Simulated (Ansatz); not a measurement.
Geometry optimisation, Ansatz, DFT PBE, scalar-relativistic, plane waves, PAW.

Input file:

```yaml
crystal:
  lattice:
    - [-2.44575, 4.236163, 5.3885]
    - [4.8915, 0.0, 5.3885]
    - [4.8915, 8.472327, 0.0]
  atoms:
    - { symbol: Si, position: [0.09948331, 0.56718336, 0.9502583] }
    - { symbol: Si, position: [0.40051667, 0.93281666, 0.03359167] }
    - { symbol: Si, position: [-1.0e-08, 1.0e-08, 0.26614999] }
    - { symbol: O, position: [0.32059998, 0.46300002, 0.97509997] }
    - { symbol: O, position: [0.93173334, 0.51853332, 0.10533335] }
    - { symbol: O, position: [0.92306667, 0.19386666, 0.33186667] }
    - { symbol: O, position: [0.56826667, 0.98146666, 0.08046668] }
    - { symbol: O, position: [0.57693334, 0.30613333, 0.14033334] }
    - { symbol: Si, position: [0.09948332, 0.56718334, 0.45025832] }
    - { symbol: Si, position: [0.40051666, 0.93281668, 0.53359165] }
    - { symbol: Si, position: [-2.0e-08, 2.0e-08, 0.76614997] }
    - { symbol: O, position: [0.32059999, 0.46300001, 0.47509999] }
    - { symbol: O, position: [0.93173333, 0.51853334, 0.60533333] }
    - { symbol: O, position: [0.92306666, 0.19386668, 0.83186665] }
    - { symbol: O, position: [0.17939999, 0.03700001, 0.61689998] }
    - { symbol: O, position: [0.56826666, 0.98146667, 0.58046666] }
    - { symbol: O, position: [0.57693332, 0.30613334, 0.64033332] }
    - { symbol: Si, position: [0.59948334, 0.06718333, 0.20025834] }
    - { symbol: Si, position: [0.90051667, 0.43281666, 0.28359168] }
    - { symbol: Si, position: [0.49999999, 0.50000001, 0.51614999] }
    - { symbol: O, position: [0.82060001, 0.96299999, 0.22510001] }
    - { symbol: O, position: [0.43173333, 0.01853334, 0.35533333] }
    - { symbol: O, position: [0.42306666, 0.69386668, 0.58186665] }
    - { symbol: O, position: [0.6794, 0.537, 0.3669] }
    - { symbol: O, position: [0.06826666, 0.48146667, 0.33046665] }
    - { symbol: O, position: [0.07693332, 0.80613334, 0.39033332] }
    - { symbol: Si, position: [0.59948332, 0.06718334, 0.70025832] }
    - { symbol: Si, position: [0.90051666, 0.43281667, 0.78359165] }
    - { symbol: Si, position: [0.50000001, 0.49999999, 0.01615001] }
    - { symbol: O, position: [0.82059999, 0.96300001, 0.72509999] }
    - { symbol: O, position: [0.43173332, 0.01853335, 0.85533331] }
    - { symbol: O, position: [0.1794, 1.037, 0.1169], spin: 1.0 }
    - { symbol: O, position: [0.67939999, 0.53700001, 0.86689998] }
    - { symbol: O, position: [0.06826664, 0.48146669, 0.83046663] }
    - { symbol: O, position: [0.07693331, 0.80613336, 0.8903333] }
magnetization:
  spin_polarized: true
total_charge: 1
basis:
  ecutwfc: 420.0
kpoints:
  mp_grid: { grid: [2, 2, 1] }
hamiltonian:
  xc: pbe
  pseudopotentials: { kind: paw, azcp: { folder: soft_1 } }
scf:
  occupations: { method: gaussian, width: 0.02 }
  lower_state_search: "off"
relax:
  f_tol: 0.03
  max_steps: 60
  adjacent_minimum: "off"
```

Launched with:

```bash
$ ansatz run input.yaml --threads 4 --pin off --max-ram 10240MiB --backend cpu --events-out ev --progress --plain --runs-dir out
```

**Question.** Where does it end, and by what steps?

**Answer.** The run converged. Limits of this set-up: coarse k mesh, a small cell, in which the defect meets its images, a typed lattice constant that wasn't relaxed here, charged cell in a uniform background, uncorrected. After 5 steps the energy has fallen by 0.662 eV; O32 moved furthest, 0.28 Å.

| step | energy less start (eV) | largest force component (eV/Å) | accepted |
| --- | --- | --- | --- |
| 0 | 0.0000 | 1.660 | yes |
| 1 | -0.2537 | 1.094 | yes |
| 2 | -0.6006 | 0.316 | yes |
| 3 | -0.6206 | 0.508 | yes |
| 4 | -0.6595 | 0.044 | yes |
| 5 | -0.6622 | 0.027 | yes |

```xyz
35
Lattice="-2.4457 4.2362 5.3885 4.8915 0.0000 5.3885 4.8915 8.4723 0.0000" Properties=species:S:1:pos:R:3
Si 7.262 8.431 3.605
Si 3.658 1.963 7.192
Si 1.280 2.306 -0.052
O 6.367 9.666 4.223
O 0.841 4.748 7.776
O 0.237 6.719 6.104
O 3.727 3.101 8.331
O 0.754 3.636 4.791
Si 4.719 4.253 3.579
Si 6.218 6.195 7.190
Si 3.799 6.496 0.046
O 3.761 5.410 4.182
O 3.202 9.030 7.748
O 2.872 10.975 5.972
O 2.848 6.015 1.269
O 6.167 7.258 8.430
O 3.278 7.941 4.729
Si -0.155 4.259 3.558
Si 1.308 6.201 7.209
Si 3.775 6.526 5.367
O 3.812 5.437 9.538
O 0.813 4.753 2.366
O 5.263 6.729 5.986
O 2.770 6.016 6.541
O 3.787 3.028 3.055
O 5.705 3.738 4.768
Si 2.210 8.446 3.616
Si 3.767 10.444 7.218
Si 1.275 2.249 5.414
O 6.192 9.624 9.631
O 3.073 9.045 2.331
O 5.000 1.751 6.358
O 5.303 10.187 6.659
O 6.244 7.309 3.026
O 8.181 7.909 4.822
```

Whether the end is a true minimum wasn't checked by a vibrational analysis.

The run took 36 s on 4 threads of Arm Neoverse V2, on a shared host, peak memory 1.4 GiB.
